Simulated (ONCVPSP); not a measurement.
**Potentials for Si that differ in a few settings**

Aim: generate and test one potential in full, then change a few of its settings and see what happens to hardness, ghosts and transferability.

Program: ONCVPSP 4.0.1. Reference atom: PBEsol, scalar-relativistic, spherical and spin-unpolarised. All values are calculated.

4 further runs of the same task are left out: 4 set aside as unsound or not needed.

## 1. Starting point

The settings as typed:

```
element                 : silicon (Si, Z = 14)
type                    : optimised norm-conserving Vanderbilt (ONCV)
frozen core             : [He]
valence charge          : 12
reference configuration : 2s2 2p6 3s2 3p1.5 (charge +0.5)
partial waves           : 2s+3s: rc 0.75 bohr, ncon 5, nbas 8, qcut 21 1/bohr, 2 projectors; 2p+3p: rc 1.10 bohr, ncon 4, nbas 9, qcut 13.7 1/bohr, 2 projectors; d scattering state at 0.32 Ha: rc 1.05 bohr, ncon 5, nbas 8, qcut 10.8 1/bohr, 3 projectors, debl 3.1 Ha
local potential         : polynomial inside 0.65 bohr (lpopt 5, dvloc0 4 Ha)
core correction         : Teter function, fcfact 7.3, rcfact 1.55
```

## 2. Generation of the first potential

Si.dat reads:

```
# ATOM AND REFERENCE CONFIGURATION
# atsym  z   nc   nv     iexc    psfile
  Si 14.00    1    4  -116133      upf
#
#   n    l    f
    1    0    2.00
    2    0    2.00
    2    1    6.00
    3    0    2.00
    3    1    1.50
#
# PSEUDOPOTENTIAL AND OPTIMIZATION
# lmax
    2
#
#   l,   rc,      ep,       ncon, nbas, qcut
    0    0.75    0.00    5    8   21.00
    1    1.10    0.00    4    9   13.70
    2    1.05    0.32    5    8   10.80
#
# LOCAL POTENTIAL
# lloc, lpopt,  rc(5),   dvloc0
    4    5    0.65    4.00
#
# VANDERBILT-KLEINMAN-BYLANDER PROJECTORs
# l, nproj, debl
    0    2    2.60
    1    2    2.10
    2    3    3.10
#
# MODEL CORE CHARGE
# icmod, fcfact, rcfact
    3    7.30    1.55
#
# LOG DERIVATIVE ANALYSIS
# epsh1, epsh2, depsh
   -7.00    5.00    0.04
#
# OUTPUT GRID
# rlmax, drl
    6.00    0.01
#
# TEST CONFIGURATIONS
# ncnf
    4
# nvcnf
#   n    l    f
    4
    2    0    2.00
    2    1    6.00
    3    0    2.00
    3    1    2.00
#
    4
    2    0    2.00
    2    1    6.00
    3    0    2.00
    3    1    1.00
#
    4
    2    0    2.00
    2    1    6.00
    3    0    2.00
    3    1    0.00
#
    4
    2    0    2.00
    2    1    6.00
    3    0    0.00
    3    1    4.00
#
```

Started as:

```console
$ oncvpsp.x < Si.dat > Si.out
```

Output in Si.out (without the consistency checks and plot data):

```text
ONCVPSP  (Optimized Norm-Conservinng Vanderbilt PSeudopotential)
scalar-relativistic version 4.0.1

#   n    l    f        energy (Ha)
    1    0    2.00    -6.5664619E+01
    2    0    2.00    -5.2755226E+00
    2    1    6.00    -3.6696746E+00
    3    0    2.00    -5.3952563E-01
    3    1    1.50    -2.8109935E-01

Reference configufation results
  iterations    25
  all-electron total energy (Ha)   -2.89191702D+02

Begin loop to  construct optimized pseudo wave functions
and semi-local pseudopoentials for all angular momenta

Calculating optimized projector #   1

 for l=   0

    Fraction of norm inside rc  0.798004
    Optimizing pswf for qcut=  21.02 a_B^-1,  ecut= 220.83 Ha
    Residual kinetic energy error=  1.07D-07 Ha

    Energy error per electron        Cutoff
         Ha          eV             Ha
         0.01000     0.27211      104.39
         0.00100     0.02721      138.02
         0.00010     0.00272      165.19
         0.00001     0.00027      186.81

Calculating optimized projector #   2

 for l=   0

    Fraction of norm inside rc  0.036804
    Optimizing pswf for qcut=  21.02 a_B^-1,  ecut= 220.83 Ha
    Residual kinetic energy error=  1.99D-08 Ha

    Energy error per electron        Cutoff
         Ha          eV             Ha
         0.01000     0.27211       65.07
         0.00100     0.02721      108.85
         0.00010     0.00272      143.17
         0.00001     0.00027      171.56

Calculating optimized projector #   1

 for l=   1

    Fraction of norm inside rc  0.958713
    Optimizing pswf for qcut=  13.68 a_B^-1,  ecut=  93.64 Ha
    Residual kinetic energy error=  1.46D-06 Ha

    Energy error per electron        Cutoff
         Ha          eV             Ha
         0.01000     0.27211       60.12
         0.00100     0.02721       71.45
         0.00010     0.00272       80.23
         0.00001     0.00027       87.34

Calculating optimized projector #   2

 for l=   1

    Fraction of norm inside rc  0.041785
    Optimizing pswf for qcut=  13.68 a_B^-1,  ecut=  93.64 Ha
    Residual kinetic energy error=  1.44D-06 Ha

    Energy error per electron        Cutoff
         Ha          eV             Ha
         0.01000     0.27211       48.60
         0.00100     0.02721       64.45
         0.00010     0.00272       76.58
         0.00001     0.00027       86.01

   Wellstate for l =  2  n =  3
     eigenvalue =   0.3200
     asymptotic potential =   0.8200
     half-point radius =  3.0399

   Wellstate for l =  2  n =  5
     eigenvalue =   3.4200
     asymptotic potential =   3.9200
     half-point radius =  2.9871

   Wellstate for l =  2  n =  6
     eigenvalue =   6.5200
     asymptotic potential =   7.0200
     half-point radius =  2.7638

Calculating optimized projector #   1

 for l=   2

    Fraction of norm inside rc  0.048249
    Optimizing pswf for qcut=  10.81 a_B^-1,  ecut=  58.39 Ha
    Residual kinetic energy error=  3.03D-05 Ha

    Energy error per electron        Cutoff
         Ha          eV             Ha
         0.01000     0.27211       17.56
         0.00100     0.02721       34.39
         0.00010     0.00272       50.09
         0.00001     0.00027       95.37

Calculating optimized projector #   2

 for l=   2

    Fraction of norm inside rc  0.093254
    Optimizing pswf for qcut=  10.81 a_B^-1,  ecut=  58.39 Ha
    Residual kinetic energy error=  2.59D-04 Ha

    Energy error per electron        Cutoff
         Ha          eV             Ha
         0.01000     0.27211       32.36
         0.00100     0.02721       49.72
         0.00010     0.00272       64.52
         0.00001     0.00027      119.04

Calculating optimized projector #   3

 for l=   2

    Fraction of norm inside rc  0.064871
    Optimizing pswf for qcut=  10.81 a_B^-1,  ecut=  58.39 Ha
    Residual kinetic energy error=  8.89D-04 Ha

    Energy error per electron        Cutoff
         Ha          eV             Ha
         0.01000     0.27211       40.30
         0.00100     0.02721       57.62
         0.00010     0.00272       71.90
         0.00001     0.00027      132.98

Construct Vanderbilt / Kleinmman-Bylander projectors

B matrix Hermiticity error, ll=   0
   1   2    5.5674E-04

  Orthonormal projector coefficients  2.8230E+01 -1.1724E+00

B matrix Hermiticity error, ll=   1
   1   2    2.5789E-04

  Orthonormal projector coefficients -1.0999E+01 -3.3333E+00

B matrix Hermiticity error, ll=   2
   1   2   -5.9573E-05
   1   3    1.2066E-04
   2   3    1.1673E-04

  Orthonormal projector coefficients -1.5744E+02 -5.6199E+00 -1.4787E+00

Model core correction analysis
  based on d2Exc/dn_idn_j

d2excae - all-electron derivatives

   -8.282806D-02   -7.546625D-02   -5.038876D-03   -2.755051D-03
   -7.546739D-02   -8.233141D-02   -5.486555D-03   -3.715968D-03
   -5.038702D-03   -5.486407D-03   -3.980194D-02   -3.254666D-02
   -2.755154D-03   -3.716143D-03   -3.254748D-02   -3.190912D-02

d2excps - pseudofunction derivatives with no core correction

   -8.095604D-02   -7.917373D-02   -5.290807D-03   -3.304085D-03
   -7.917415D-02   -7.932455D-02   -5.502946D-03   -3.506220D-03
   -5.290597D-03   -5.502785D-03   -3.980905D-02   -3.256561D-02
   -3.304255D-03   -3.506389D-03   -3.256643D-02   -3.189801D-02

rms 2nd derivative error    1.597859E-03

rmatch, rhocmatch    0.2039   80.0438

Teter function model core charge with specified parameters

d2excps - pseudofunction derivatives with core correction

   -7.606898D-02   -7.653718D-02   -4.837376D-03   -3.117584D-03
   -7.653697D-02   -7.761440D-02   -5.251584D-03   -3.379507D-03
   -4.837164D-03   -5.251414D-03   -3.976799D-02   -3.254873D-02
   -3.117706D-03   -3.379672D-03   -3.254955D-02   -3.188943D-02

rms 2nd derivative error    2.105183E-03

Pseudoatom total energy  -98.518716

Diagnostic tests using Vanderbilt-Kleinman-Bylander pseudopotentials
  1 or more projectors used as specified by nproj input data

   l    rcore       rmatch      e in        delta e   norm test  slope test

   0   0.7514185   0.7742332  -5.2755226  -0.0000624   1.0001967   1.0002230
   0   0.7514185   0.7742332  -0.5395256   0.0000183   1.0000790   1.0001064

   1   1.1019266   1.1353834  -3.6696746  -0.0000034   1.0001724   1.0001722
   1   1.1019266   1.1353834  -0.2810994   0.0000102   1.0000531   1.0000462

   2   1.0504341   1.0823275   0.3200000   0.0006107   1.0001021   1.0001021
   2   1.0504341   1.0823275   3.4200000   0.0006357   1.0002056   1.0002056
   2   1.0504341   1.0823275   6.5200000   0.0003143   1.0004139   1.0004139

 Testing for bound ghosts
   n   l    E NL Schr. Eq   E Basis Diag.   E Cutoff

   1   0       -5.275585       -5.274813    464.78
   2   0       -0.539507        0.324546    464.78

   2   1       -3.669678       -3.669664    326.58
   3   1       -0.281089       -0.049574    326.58

       2                      -20.989855    399.09  WARNING - GHOST(-)

 Testing for highly-localized positive-energy ghosts
       l    <radius>/rc     E Basis Diag.   E Cutoff

Test configuration 0

   n   l     f        eae           eps        diff
   1   0  2.0000  -65.66461942
   2   0  2.0000   -5.27552261   -5.27558497   -6.24D-05
   2   1  6.0000   -3.66967459   -3.66967802   -3.43D-06
   3   0  2.0000   -0.53952563   -0.53950729    1.83D-05
   3   1  1.5000   -0.28109935   -0.28108916    1.02D-05

    Total energies and differences
      AE_ref= -2.89191702D+02  AE_tst= -2.89191702D+02  dif=  0.00D+00
      PS_ref= -9.85187161D+01  PS_tst= -9.85187161D+01  dif=  2.84D-14
      PSP excitation error= -2.84D-14

Test configuration 1

   n   l     f        eae           eps        diff
   1   0  2.0000  -65.49952994
   2   0  2.0000   -5.11285586   -5.11303084   -1.75D-04
   2   1  6.0000   -3.50679635   -3.50717288   -3.77D-04
   3   0  2.0000   -0.39574212   -0.39572302    1.91D-05
   3   1  2.0000   -0.14909905   -0.14909651    2.54D-06

    Total energies and differences
      AE_ref= -2.89191702D+02  AE_tst= -2.89298588D+02  dif= -1.07D-01
      PS_ref= -9.85187161D+01  PS_tst= -9.86256049D+01  dif= -1.07D-01
      PSP excitation error=  2.37D-06

Test configuration 2

   n   l     f        eae           eps        diff
   1   0  2.0000  -65.85509005
   2   0  2.0000   -5.46168358   -5.46159786    8.57D-05
   2   1  6.0000   -3.85617563   -3.85559356    5.82D-04
   3   0  2.0000   -0.69776342   -0.69774138    2.20D-05
   3   1  1.0000   -0.42727566   -0.42724389    3.18D-05

    Total energies and differences
      AE_ref= -2.89191702D+02  AE_tst= -2.89015148D+02  dif=  1.77D-01
      PS_ref= -9.85187161D+01  PS_tst= -9.83421635D+01  dif=  1.77D-01
      PSP excitation error=  1.48D-06

Test configuration 3

   n   l     f        eae           eps        diff
   1   0  2.0000  -66.30401442
   2   0  2.0000   -5.89530211   -5.89479667    5.05D-04
   2   1  6.0000   -4.29091652   -4.28842672    2.49D-03
   3   0  2.0000   -1.04697095   -1.04691149    5.95D-05

    Total energies and differences
      AE_ref= -2.89191702D+02  AE_tst= -2.88428498D+02  dif=  7.63D-01
      PS_ref= -9.85187161D+01  PS_tst= -9.77555674D+01  dif=  7.63D-01
      PSP excitation error=  5.55D-05

Test configuration 4

   n   l     f        eae           eps        diff
   1   0  2.0000  -65.62018584
   2   0  2.0000   -5.23057822   -5.23281300   -2.23D-03
   2   1  6.0000   -3.62352762   -3.62641966   -2.89D-03
   3   1  4.0000   -0.19006883   -0.19008494   -1.61D-05

    Total energies and differences
      AE_ref= -2.89191702D+02  AE_tst= -2.88793779D+02  dif=  3.98D-01
      PS_ref= -9.85187161D+01  PS_tst= -9.81208136D+01  dif=  3.98D-01
      PSP excitation error=  2.01D-05
```

Wall time 5.7 s (1 thread, shared host).

Partial waves on a coarse radial grid (AE all-electron, PS pseudo):

```
r (bohr)   2p AE   2p PS    2s AE   2s PS
   0.055  0.1815  0.0537  -0.6326  0.1509
   0.110  0.5064  0.2042  -0.3761  0.3258
   0.165  0.8129  0.4272   0.1169  0.5343
   0.220  1.0470  0.6868   0.5873  0.7650
   0.275  1.2010  0.9435   0.9497  0.9899
   0.330  1.2838  1.1626   1.1908  1.1771
   0.385  1.3095  1.3190   1.3250  1.3037
   0.440  1.2929  1.4011   1.3754  1.3622
   0.495  1.2466  1.4104   1.3643  1.3592
   0.550  1.1807  1.3586   1.3112  1.3099
   0.605  1.1032  1.2645   1.2316  1.2313
   0.660  1.0196  1.1469   1.1368  1.1366
   0.715  0.9342  1.0227   1.0350  1.0348
   0.770  0.8497  0.9038   0.9321  0.9319
   0.825  0.7684  0.7968   0.8320  0.8318
   0.880  0.6913  0.7036   0.7373  0.7371
   0.935  0.6193  0.6233   0.6493  0.6492
   0.990  0.5529  0.5536   0.5689  0.5688
   1.045  0.4920  0.4920   0.4963  0.4962
   1.100  0.4368  0.4367   0.4314  0.4313
   1.155  0.3868  0.3868   0.3738  0.3737
   1.210  0.3420  0.3419   0.3230  0.3229
   1.265  0.3018  0.3018   0.2785  0.2784
   1.320  0.2661  0.2660   0.2397  0.2396
   1.375  0.2342  0.2342   0.2058  0.2058
   1.430  0.2060  0.2060   0.1766  0.1765
```

Densities times 4π (e/bohr³); a dash where the program caps the true core:

```
r (bohr)  pseudo valence  true core  model core
   0.055            22.2          –       530.5
   0.165           63.76      226.1         241
   0.275           99.74      12.48       42.98
   0.385           95.78     0.7237       1.713
   0.495           64.87     0.0436    0.005938
   0.605           34.75   0.002751   0.0008638
   0.715           16.47  0.0001764   0.0004466
   0.825           7.723  1.162e-05   3.765e-05
   0.935           3.903  7.693e-07   1.955e-06
   1.045           2.223  9.339e-08           0
   1.155            1.45          0           0
   1.265           1.079          0           0
   1.375          0.8867          0           0
```

## 3. The configuration tests of the same run

The tests as a table, with energies relative to 2s2 2p6 3s2 3p1.5.

```tsv
valence configuration	charge	ΔE all-electron (eV)	error AE − PS (meV)
2s2 2p6 3s2 3p2	0	-2.909	+0.1
2s2 2p6 3s2 3p1	+1	4.804	0.0
2s2 2p6 3s2 3p0	+2	20.768	+1.5
2s2 2p6 3s0 3p4	0	10.828	+0.5
```

## 4. Logarithmic derivatives

Taken from the files of the generation run. The phase is arctan(r·R′/R) of the radial function R, unwrapped, with energies in Ha. A pole is an energy at which the radial function vanishes at the test radius. The pseudo phase is shifted by a multiple of π to meet the all-electron one at the reference energy. Levels narrower than the energy grid can be missing from the poles. The last column is the largest difference on the grid between −0.5 and +0.5 Ha.

| channel | radius (bohr) | reference (Ha) | poles AE | poles PS | window around the reference with phases within 0.05 rad (Ha) | largest difference near zero (rad) |
| --- | --- | --- | --- | --- | --- | --- |
| s | 0.76 | -0.54 | -1.56 | -1.56 | the whole range | 0.000 |
| p | 1.12 | -0.28 | -3.21 | -3.21 | the whole range | 0.000 |
| d | 1.06 | 0.32 | none | none | the whole range | 0.000 |

Phases (rad) along the scan:

```
E (Ha)    d AE    d PS    p AE    p PS
 -6.96   1.251   1.251   1.162   1.162
 -6.32   1.232   1.232   1.104   1.104
 -5.68   1.210   1.210   1.007   1.007
 -5.04   1.184   1.184   0.799   0.799
 -4.40   1.153   1.153   0.090   0.091
 -3.76   1.114   1.114  -1.196  -1.196
 -3.12   1.065   1.065  -1.605  -1.605
 -2.48   1.001   1.001  -1.776  -1.776
 -1.84   0.914   0.914  -1.896  -1.896
 -1.20   0.792   0.792  -2.013  -2.013
 -0.56   0.613   0.613  -2.155  -2.155
  0.08   0.346   0.346  -2.356  -2.356
  0.72  -0.023  -0.023  -2.665  -2.665
  1.36  -0.430  -0.430  -3.112  -3.111
  2.00  -0.768  -0.768  -3.591  -3.589
  2.64  -1.004  -1.004  -3.945  -3.943
  3.28  -1.163  -1.163  -4.169  -4.167
  3.92  -1.275  -1.275  -4.313  -4.311
  4.56  -1.358  -1.357  -4.411  -4.408
```

## 5. Plane-wave cutoff and ghosts

From the same output: the cutoffs (Ha) at which the residual kinetic energy of the hardest occupied pseudo-wave falls to 1 and 0.1 mHa per electron are 138 Ha and 165 Ha.

The program's own ghost test: GHOST(-) flagged for d at -571.2 eV; no localised positive-energy state flagged.

Cutoff (Ha) at which the first wave of each channel reaches a given error (Ha per electron):

```
  error      s     p     d
1.0e-02  104.4  60.1  17.6
3.2e-03  122.1  66.1  25.8
1.0e-03  138.0  71.5  34.4
3.2e-04  152.4  76.1  42.5
1.0e-04  165.2  80.2  50.1
3.2e-05  176.6  84.1  58.4
1.0e-05  186.8  87.3  95.4
```

[end of part 1 of 2]
